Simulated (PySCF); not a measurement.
# TaNCl₂: relaxation and vibrations of the singlet

Where does singlet TaNCl₂ go from a trigonal planar start, is the end point a minimum, and what are its modes, charges and moments?

The runs use PySCF 2.14.0; B3LYP, basis Ta def2-SVP with ECP60, N def2-SVP, Cl def2-SVP, scalar-relativistic core potentials, no spin–orbit coupling, density fitting.

## Step 1: The system as given

4 atoms, charge 0, spin multiplicity 1.

Bond lengths: Ta1–N2 1.860 Å, Ta1–Cl3 2.450 Å, Ta1–Cl4 2.450 Å. Angles: N2–Ta1–Cl3 120.0°, N2–Ta1–Cl4 120.0°, Cl3–Ta1–Cl4 120.0°.

```xyz
4
charge 0 multiplicity 1
Ta   -0.1126   -0.1950    0.0000
N    -1.0426   -1.8057    0.0000
Cl    2.3375   -0.1950    0.0000
Cl   -1.3375    1.9268    0.0000
```

## Step 2: Relaxing the singlet from the trigonal planar start

One driver script runs all steps and calls PySCF; scf.py shows how it sets up the SCF of each step. The optimiser is the driver's own. Before each start the driver seeks the lowest SCF state from one or more starting densities and follows internal instabilities, so scf.py alone need not reach the same state.

The program finds C2v symmetry in the start, which this walk keeps. Threshold on the gradient: 0.0003 Eh/bohr, with a further test on the energy change.

Input file scf.py:

```python
from pyscf import gto, scf, dft
mol = gto.M(atom='''
Ta    -0.112558    -0.194950    -0.000000
N     -1.042576    -1.805739    -0.000000
Cl     2.337459    -0.194973     0.000000
Cl    -1.337529     1.926848     0.000000''',
    basis={'Ta': 'def2-SVP', 'N': 'def2-SVP', 'Cl': 'def2-SVP'},
    ecp={'Ta': 'def2-SVP'},
    charge=0, spin=0)
mf = dft.RKS(mol, xc='B3LYP')
mf.grids.atom_grid = (50, 194)
aux = {'Ta': 'def2-universal-JKFIT', 'N': 'def2-universal-JKFIT', 'Cl': 'def2-universal-JKFIT'}
mf = mf.density_fit(auxbasis=aux)
mf.kernel()
```

Energy and gradient, step by step:

```
step   energy (Eh)  change (kJ/mol)  largest symmetric gradient (Eh/bohr)
   0  -1031.914490             0.00                               0.11382
   1  -1031.944107           -77.76                               0.01412
   2  -1031.946529           -84.12                               0.01341
   3  -1031.948279           -88.71                               0.00452
   4  -1031.948753           -89.96                               0.00139
   5  -1031.948759           -89.97                               0.00031
   6  -1031.948758           -89.97                               0.00002
```

The walk needed 8.5 s of wall time on 4 threads, shared host.

Geometry (Å) and forces (eV/Å) at some steps:

```
step 0
Ta  -0.113  -0.195   0.000  -2.414  -4.179   0.000
N   -1.043  -1.806   0.000   3.375   5.856   0.000
Cl   2.337  -0.195   0.000  -1.423  -0.296   0.000
Cl  -1.338   1.927   0.000   0.462  -1.380   0.000
step 1
Ta  -0.122  -0.211   0.000   0.412   0.730   0.000
N   -0.967  -1.674   0.000   0.118   0.195   0.000
Cl   2.273  -0.235   0.000  -0.561  -0.295   0.000
Cl  -1.340   1.851   0.000   0.031  -0.630   0.000
step 3
Ta  -0.064  -0.111   0.000  -0.109  -0.186   0.000
N   -0.909  -1.575   0.000   0.138   0.230   0.000
Cl   2.270  -0.366   0.000   0.141  -0.106   0.000
Cl  -1.452   1.783   0.000  -0.170   0.062   0.000
step 6
Ta  -0.041  -0.071   0.000   0.001  -0.001   0.000
N   -0.884  -1.531   0.000   0.003  -0.003   0.000
Cl   2.290  -0.433   0.000   0.003   0.008   0.000
Cl  -1.520   1.766   0.000  -0.007  -0.005   0.000
```

End point (C2v, 6 steps, 90.0 kJ/mol gained): Ta–Cl 2.359 Å (×2), Ta–N 1.685 Å; Cl–Ta–Cl 137.7°, Cl–Ta–N 111.2° (×2).

## Step 3: Vibrations and properties at this point

On the finer grid the gradient is checked again; gradients at displacements of ±0.01 bohr then give force constants and infrared intensities.

Edit scf.py of step 2 so:

```diff
@@ -3,4 +3,4 @@
-Ta    -0.112558    -0.194950    -0.000000
-N     -1.042576    -1.805739    -0.000000
-Cl     2.337459    -0.194973     0.000000
-Cl    -1.337529     1.926848     0.000000''',
+Ta    -0.070110    -0.121429     0.000000
+N     -0.912789    -1.580948     0.000000
+Cl     2.262105    -0.474226     0.000000
+Cl    -1.541698     1.721969    -0.000000''',
@@ -11 +11 @@
-mf.grids.atom_grid = (50, 194)
+mf.grids.atom_grid = (75, 302)
```

This SCF starts from the last density.

SCF at the final geometry:

```text
init E= -1031.94880564753
  HOMO = -0.285543052577985  LUMO = -0.177734206905941  gap/eV = 2.93363
cycle= 1 E= -1031.94880564664  delta_E= 8.89e-10  |g|= 6.55e-05  |ddm|= 5.92e-05
  HOMO = -0.285553518592963  LUMO = -0.177727126858891  gap/eV = 2.93411
cycle= 2 E= -1031.94880563108  delta_E= 1.56e-08  |g|= 0.000272  |ddm|= 0.000233
  HOMO = -0.285545324111144  LUMO = -0.177733095172896  gap/eV = 2.93372
cycle= 3 E= -1031.9488056476  delta_E= -1.65e-08  |g|= 1.51e-06  |ddm|= 0.00019
  HOMO = -0.285545208179113  LUMO = -0.177732929829464  gap/eV = 2.93372
cycle= 4 E= -1031.9488056476  delta_E=    0  |g|= 4.52e-07  |ddm|= 1.95e-06
  HOMO = -0.285545287710902  LUMO = -0.177732915828417  gap/eV = 2.93372
Extra cycle  E= -1031.9488056476  delta_E= 6.82e-13  |g|= 1.45e-06  |ddm|= 1.77e-06
converged SCF energy = -1031.9488056476
```

The whole step took 22 s.

Geometry: C2v; Ta–Cl 2.359 Å (×2), Ta–N 1.685 Å; Cl–Ta–Cl 137.2°, Cl–Ta–N 111.4° (×2).

Modes, for the most abundant isotopes:

| symmetry | ω (cm⁻¹) | IR (km/mol) | μ (u) | type |
| --- | --- | --- | --- | --- |
| b1 | 91i | 56.9 | 25.18 | bend |
| a1 | 98 | 2.0 | 40.42 | bend |
| b2 | 227 | 0.3 | 16.10 | bend |
| a1 | 363 | 13.8 | 36.25 | stretch |
| b2 | 397 | 96.1 | 42.02 | stretch |
| a1 | 1101 | 101 | 14.99 | stretch |

1 mode is imaginary, the largest at 91i cm⁻¹: a saddle point, not a minimum.

Properties at this point:

```
Dipole moment                                                   : 2.43 D
Highest occupied level                                          : -7.77 eV
Lowest empty level                                              : -4.84 eV
Rotational constants                                            : 0.1948, 0.04998, 0.03977 cm⁻¹
Zero-point energy (real modes)                                  : 13.1 kJ/mol
Principal polarisabilities                                      : 39.6, 60.6, 74.5 bohr³
Atomisation energy without zero-point energy                    : 1420 kJ/mol
Principal traceless quadrupole moments about the centre of mass : -7.19, -6.45, 13.64 D Å
```

Populations by atom (charges in e):

```tsv
atom	Mulliken	Löwdin	polar tensor	Mayer order to Ta1
Ta1	0.75	-0.11	1.88	–
N2	-0.22	-0.07	-0.73	3.00
Cl3,4	-0.26	0.09	-0.57	1.18
```

Outer orbital energies (eV). occupied: -10.59, -9.93, -9.71, -9.64, -9.47, -8.70, -7.88, -7.77; empty: -4.84, -3.51, -1.56, -0.16.

Mulliken populations on Ta1 (outside its core potential): s 2.36, p 6.38, d 3.41, f 0.10.

## Step 4: Downhill along the imaginary mode

The atoms are moved a little along the softest imaginary mode and relaxed again.

The program finds Cs symmetry in the start, which this walk keeps. Threshold on the gradient: 0.0003 Eh/bohr, with a further test on the energy change.

Edit scf.py of step 3 so:

```diff
@@ -3,4 +3,4 @@
-Ta    -0.070110    -0.121429     0.000000
-N     -0.912789    -1.580948     0.000000
-Cl     2.262105    -0.474226     0.000000
-Cl    -1.541698     1.721969    -0.000000''',
+Ta    -0.069067    -0.119623     0.057234
+N     -0.911746    -1.579142    -0.250000
+Cl     2.263148    -0.472420    -0.098023
+Cl    -1.540655     1.723775    -0.098023''',
@@ -11 +11 @@
-mf.grids.atom_grid = (75, 302)
+mf.grids.atom_grid = (50, 194)
```

The optimiser's trace:

```
step   energy (Eh)  change (kJ/mol)  largest symmetric gradient (Eh/bohr)
   0  -1031.949183             0.00                               0.02523
   1  -1031.952265            -8.09                               0.00755
   2  -1031.953287           -10.78                               0.01157
   3  -1031.954964           -15.18                               0.00583
   4  -1031.955895           -17.62                               0.00381
   5  -1031.956146           -18.28                               0.01393
   6  -1031.956398           -18.94                               0.00246
   7  -1031.956479           -19.15                               0.00121
   8  -1031.956490           -19.19                               0.00044
   9  -1031.956492           -19.19                               0.00002
```

The walk took 14 s.

End point (Cs, 9 steps, 19.2 kJ/mol gained): Ta–Cl 2.333 Å (×2), Ta–N 1.691 Å; Cl–Ta–Cl 113.7°, Cl–Ta–N 106.3° (×2).

## Step 5: Vibrations and properties at this point

As before: finer grid, then central differences.

Edit scf.py of step 4 so:

```diff
@@ -3,4 +3,4 @@
-Ta    -0.069067    -0.119623     0.057234
-N     -0.911746    -1.579142    -0.250000
-Cl     2.263148    -0.472420    -0.098023
-Cl    -1.540655     1.723775    -0.098023''',
+Ta    -0.103769    -0.179727     0.218218
+N     -0.853678    -1.478568    -0.564447
+Cl     2.131307    -0.215593    -0.450040
+Cl    -1.252315     1.738003    -0.450040''',
@@ -11 +11 @@
-mf.grids.atom_grid = (50, 194)
+mf.grids.atom_grid = (75, 302)
```

Log of the central SCF (cycles and frontier levels):

```text
init E= -1031.95640615746
  HOMO = -0.277926550776017  LUMO = -0.157048494781134  gap/eV = 3.28926
cycle= 1 E= -1031.95640615621  delta_E= 1.25e-09  |g|= 7.63e-05  |ddm|= 0.000117
  HOMO = -0.277902295906059  LUMO = -0.157040407465114  gap/eV = 3.28882
cycle= 2 E= -1031.95640614537  delta_E= 1.08e-08  |g|= 0.000227  |ddm|= 0.000255
  HOMO = -0.27791837340526  LUMO = -0.157041111513832  gap/eV = 3.28924
cycle= 3 E= -1031.95640615687  delta_E= -1.15e-08  |g|= 6.13e-05  |ddm|= 0.000189
  HOMO = -0.277919538603882  LUMO = -0.157044919623902  gap/eV = 3.28917
cycle= 4 E= -1031.95640615783  delta_E= -9.55e-10  |g|= 5.02e-07  |ddm|= 5.73e-05
  HOMO = -0.277919494579559  LUMO = -0.157044877416784  gap/eV = 3.28917
cycle= 5 E= -1031.95640615783  delta_E=    0  |g|= 1.84e-07  |ddm|= 9.78e-07
  HOMO = -0.277919488677118  LUMO = -0.157044891351811  gap/eV = 3.28917
Extra cycle  E= -1031.95640615783  delta_E= 9.09e-13  |g|= 3.39e-07  |ddm|= 8.23e-07
converged SCF energy = -1031.95640615783
```

The whole step took 23 s.

Geometry: Cs; Ta–Cl 2.333 Å (×2), Ta–N 1.692 Å; Cl–Ta–Cl 113.7°, Cl–Ta–N 106.3° (×2).

Harmonic modes (main isotopes):

| symmetry | ω (cm⁻¹) | IR (km/mol) | type |
| --- | --- | --- | --- |
| a' | 85 | 7.9 | bend |
| a' | 176 | 18.8 | bend |
| a'' | 243 | 3.8 | bend |
| a' | 381 | 24.0 | stretch |
| a'' | 391 | 73.1 | stretch |
| a' | 1083 | 69.8 | stretch |

Every mode is real; the point is a minimum.

Properties at this point:

- Dipole moment: 4.93 D
- Highest occupied level: -7.56 eV
- Lowest empty level: -4.27 eV
- Rotational constants: 0.1298, 0.05853, 0.04487 cm⁻¹
- Zero-point energy: 14.1 kJ/mol
- Principal polarisabilities: 40.9, 63.9, 69.7 bohr³
- Atomisation energy without zero-point energy: 1440 kJ/mol
- Principal traceless quadrupole moments about the centre of mass: -8.96, -3.04, 11.99 D Å
- Entropy at 298.15 K and 1 bar: 337.3 J/(mol K)
- Heat capacity Cp at 298.15 K: 70.5 J/(mol K)
- Enthalpy at 298.15 K above 0 K: 16.56 kJ/mol
- Rotational symmetry number: 1

Charges (e) and bond orders:

```tsv
atom	Mulliken	Löwdin	polar tensor	Mayer order to Ta1
Ta1	0.69	-0.18	1.60	–
N2	-0.23	-0.08	-0.63	2.99
Cl3,4	-0.23	0.13	-0.49	1.23
```

Outer orbital energies (eV). occupied: -10.54, -9.85, -9.78, -9.58, -9.22, -8.29, -7.59, -7.56; empty: -4.27, -3.03, -1.94, -0.31.

Mulliken populations on Ta1 (outside its core potential): s 2.42, p 6.34, d 3.45, f 0.10.

## Step 6: Stability of the closed shell

At the lowest minimum the closed shell is tested against spin polarisation, on the (50, 194) grid. It is stable.

## Step 7: The points found, side by side

| spin | group | bonds | imaginary modes (cm⁻¹) | ΔE (kJ/mol) | with zero-point energy |
| --- | --- | --- | --- | --- | --- |
| singlet | Cs | Ta–Cl 2.333 Å (×2), Ta–N 1.692 Å | none | 0.0 | 0.0 |
| singlet | C2v | Ta–Cl 2.359 Å (×2), Ta–N 1.685 Å | 91i | 20.0 | – |

## Step 8: Results

| quantity | value |
| --- | --- |
| minimum | singlet, Cs |
| geometry | Ta–Cl 2.333 Å (×2), Ta–N 1.692 Å; Cl–Ta–Cl 113.7°, Cl–Ta–N 106.3° (×2) |
| wavenumbers (cm⁻¹) | 85 (a'), 176 (a'), 243 (a''), 381 (a'), 391 (a''), 1083 (a') |
| dipole moment | 4.93 D |
| highest occupied, lowest empty level | -7.56, -4.27 eV |
| polar-tensor charge of Ta1 | +1.60 e |
| zero-point energy | 14.1 kJ/mol |
| entropy at 298.15 K | 337.3 J/(mol K) |
| atomisation energy (no zero-point energy) | 1440 kJ/mol |

In words: From C2v at the start the molecule goes to a Cs minimum, after a stop at a saddle point 20.0 kJ/mol higher, from which it was pushed off along an imaginary mode. In the infrared the band at 391 cm⁻¹ (a'', stretch) leads. Only this shape and spin were tried, so other structures or states may lie lower. Modes under about 90 cm⁻¹ are uncertain by tens of cm⁻¹. With an element this heavy the missing spin–orbit coupling can shift these numbers.

The search up to here needed 74 s of wall time on 4 threads, shared host.
